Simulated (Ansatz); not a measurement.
# CuSnF6: two electronic states of one cell

An SCF can end in more than one state. Here CuSnF6, a database structure at a slightly changed volume, is run from each state found earlier: which lies lowest, and what else changes?

Computed, not measured: Ansatz 0.2.0, DFT, r2SCAN, plane waves, PAW.

### Step 1. The structure

Cell: a = 5.593 Å, b = 5.188 Å, c = 5.349 Å, α = 120.21°, β = 92.52°, γ = 116.33°. First neighbours, in Å: F1: 1 Cu at 1.99, 1 Sn at 2.00; F2: 1 Cu at 1.99, 1 Sn at 2.00; F3: 1 Sn at 1.96, 1 Cu at 2.21; F4: 1 Sn at 1.96, 1 Cu at 2.21; Sn5: 6 F at 1.96 to 2.01; Cu6: 6 F at 1.98 to 2.21; F7: 1 Cu at 1.98, 1 Sn at 2.01; F8: 1 Cu at 1.98, 1 Sn at 2.01.

As a file:

```cif
data_structure
_symmetry_space_group_name_H-M 'P 1'
_symmetry_Int_Tables_number 1
_cell_length_a 5.5927
_cell_length_b 5.1882
_cell_length_c 5.3488
_cell_angle_alpha 120.210
_cell_angle_beta 92.520
_cell_angle_gamma 116.330
_cell_volume 112.83
loop_
_atom_site_label
_atom_site_type_symbol
_atom_site_fract_x
_atom_site_fract_y
_atom_site_fract_z
_atom_site_occupancy
F1 F 0.74800 0.11800 0.87100 1
F2 F 0.25200 0.88200 0.12900 1
F3 F 0.73700 0.87600 0.26600 1
F4 F 0.26300 0.12400 0.73400 1
Sn1 Sn 0.50000 0.00000 0.50000 1
Cu1 Cu 0.00000 0.00000 0.00000 1
F5 F 0.25000 0.49700 0.36400 1
F6 F 0.75000 0.50300 0.63600 1
```

The states: A, no atom with a moment over 0.3 μB (collinear spin); B, Cu6 up (collinear spin). Each run reads its own saved solution as saved_state.

### Step 2. Run from state A

Contents of input.yaml:

```yaml
crystal:
  lattice:
    - [5.59266775, 0.0, 0.0]
    - [-2.30116479, 4.6499328, 0.0]
    - [-0.23517051, -3.1192614, 4.33868249]
  atoms:
    - { symbol: F, position: [0.748, 0.118, 0.871] }
    - { symbol: F, position: [0.252, 0.882, 0.129] }
    - { symbol: F, position: [0.737, 0.876, 0.266] }
    - { symbol: F, position: [0.263, 0.124, 0.734] }
    - { symbol: Sn, position: [0.5, 0.0, 0.5] }
    - { symbol: Cu, position: [0.0, 0.0, 0.0] }
    - { symbol: F, position: [0.25, 0.497, 0.364] }
    - { symbol: F, position: [0.75, 0.503, 0.636] }
kpoints:
  mp_grid: { grid: [4, 5, 4], shift: [0.0, 0.0, 0.0] }
magnetization:
  spin_polarized: true
scf:
  occupations: { method: cold, width: 0.0956 }
  lower_state_search: "off"
  max_iter: 200
hamiltonian:
  pseudopotentials: { kind: paw }
  xc: r2scan
basis:
  ecutwfc: 500
  fft_grid_basis: typed
output:
  forces: true
  stress: true
  eigenvalues: true
  bader: true
  populations: true
  elf: true
  write_potential: true
  volumetric_format: npy
  dos:
    e_range: [-12, 8]
    de: 0.05
    projected: { site_lists: { Cu: [Cu], F: [F], Sn: [Sn] } }
checkpoint:
  read: saved_state
```

### Step 4. Run from state B

Changes to input.yaml since step 2:

```diff
@@ -6,10 +6,10 @@
   atoms:
-    - { symbol: F, position: [0.748, 0.118, 0.871] }
-    - { symbol: F, position: [0.252, 0.882, 0.129] }
-    - { symbol: F, position: [0.737, 0.876, 0.266] }
-    - { symbol: F, position: [0.263, 0.124, 0.734] }
-    - { symbol: Sn, position: [0.5, 0.0, 0.5] }
-    - { symbol: Cu, position: [0.0, 0.0, 0.0] }
-    - { symbol: F, position: [0.25, 0.497, 0.364] }
-    - { symbol: F, position: [0.75, 0.503, 0.636] }
+    - { symbol: F, position: [0.748, 0.118, 0.871], spin: 0.0 }
+    - { symbol: F, position: [0.252, 0.882, 0.129], spin: 0.0 }
+    - { symbol: F, position: [0.737, 0.876, 0.266], spin: 0.0 }
+    - { symbol: F, position: [0.263, 0.124, 0.734], spin: 0.0 }
+    - { symbol: Sn, position: [0.5, 0.0, 0.5], spin: 0.0 }
+    - { symbol: Cu, position: [0.0, 0.0, 0.0], spin: 1.0 }
+    - { symbol: F, position: [0.25, 0.497, 0.364], spin: 0.0 }
+    - { symbol: F, position: [0.75, 0.503, 0.636], spin: 0.0 }
 kpoints:
```

(Steps that only read results are left out.)

Before running it: what results should come out? Wanted: for each run, free energy; largest site moment; size of the net moment; gap; pressure; largest force.

As calculated:

| state | free energy (meV/atom) | largest site moment (μB) | size of the net moment (μB/cell) | gap (eV) | pressure (GPa) | largest force (eV/Å) | SCF cycles |
| --- | --- | --- | --- | --- | --- | --- | --- |
| A | 82.4 | 0.00 | 0.00 | metal | -4.0 | 0.23 | 10 |
| B | 0.0 | 0.81 | 1.00 | 0.81 | -4.2 | 0.29 | 12 |

**Reading.** State B lies lowest, 82.4 meV per atom under state A. They differ in kind: A is a metal, B is gapped. Every run converged, so convergence alone does not show that a state is the lowest.

Keep in mind: a 3d oxide or halide that comes out metallic without a U or exact exchange, which may be an insulator in nature; an input typed no starting moments; the k mesh is coarse for a cell without a gap.

These are semilocal Kohn-Sham gaps, which aren't the measured quantity. Such gaps usually fall short of the measured ones.
